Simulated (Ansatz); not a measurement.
# C₂H₃BO (SMILES B1C=CO1): one structure at several levels

One table from this session's results is given with a row withheld; the runs are named, their logs left out.

Computed with Ansatz 0.2.0, Gaussian basis. Level: single points in def2-TZVPP.

Correlated methods freeze the cores.

### Starting geometry

SMILES `B1C=CO1`, 7 atoms, charge 0, spin multiplicity 1.

Atoms are counted from 1 here; the program's logs count them from 0.

Bond lengths: B1–C2 1.628 Å, B1–O4 1.390 Å, B1–H5 1.081 Å, C2–C3 1.442 Å, C2–H6 1.075 Å, C3–O4 1.452 Å, C3–H7 0.985 Å. Angles: C2–B1–O4 90.7°, C2–B1–H5 140.6°, O4–B1–H5 125.8°, B1–C2–C3 80.5°, B1–C2–H6 154.9°, C3–C2–H6 123.6°, C2–C3–O4 96.2°, C2–C3–H7 129.8°, O4–C3–H7 127.9°, B1–O4–C3 88.8°.

As a file:

```mol
C2H3BO
  3D, bonds by distance, orders not assigned

  7  7  0  0  0  0  0  0  0  0999 V2000
   -0.7804    0.5002   -0.6678 B   0  0
    0.1161    0.4247    0.6894 C   0  0
    0.7294   -0.6426   -0.0611 C   0  0
   -0.3130   -0.7465   -1.0669 O   0  0
   -1.6431    1.0111   -1.0707 H   0  0
    0.4999    0.7923    1.6241 H   0  0
    1.3559   -1.3430    0.2350 H   0  0
  1  2  8  0
  1  4  8  0
  1  5  8  0
  2  3  8  0
  2  6  8  0
  3  4  8  0
  3  7  8  0
M  END
```

The first run:

The input, run/in.yaml:

```yaml
crystal:
  periodic: [false, false, false]
  atoms:
    - {symbol: B, position_ang: [-0.780400, 0.500200, -0.667800]}
    - {symbol: C, position_ang: [0.116100, 0.424700, 0.689400]}
    - {symbol: C, position_ang: [0.729400, -0.642600, -0.061100]}
    - {symbol: O, position_ang: [-0.313000, -0.746500, -1.066900]}
    - {symbol: H, position_ang: [-1.643100, 1.011100, -1.070700]}
    - {symbol: H, position_ang: [0.499900, 0.792300, 1.624100]}
    - {symbol: H, position_ang: [1.355900, -1.343000, 0.235000]}
basis:
  gaussian: {orbitals: def2-TZVPP}
correlation: {method: ccsd_t}
output: {forces: true}
```

No record of the launch command was kept for these runs.

Among the steps run: CCSD(T)/def2-TZVPP; PBE0-D4/def2-TZVPP; wB97M-V/def2-TZVPP; r2SCAN-D4/def2-TZVPP; PBE-D4/def2-TZVPP; SPW92/def2-TZVPP; B97M-V/def2-TZVPP.

One of the session's tables, all rows but one given; the rest of the session is left out.

| method | RMS force component (eV/Å) | angle to CCSD(T) forces (°) | dipole (D) |
| --- | --- | --- | --- |
| CCSD(T) | 2.719 | reference | 1.23 |
| PBE0-D4 | 3.031 | 4.5 | 1.20 |
| wB97M-V | 2.974 | 4.6 | 1.23 |
| r2SCAN-D4 | 2.935 | 2.7 | 1.16 |
| PBE-D4 | 2.873 | 2.8 | 1.14 |
| SPW92 | ? | ? | ? |
| B97M-V | 2.948 | 4.6 | 1.16 |

**Question.** Estimate the row for SPW92.

The run gave: RMS force component (eV/Å): 3.077; angle to CCSD(T) forces (°): 5.4; dipole (D): 1.21. In the column «RMS force component (eV/Å)» it is the highest.
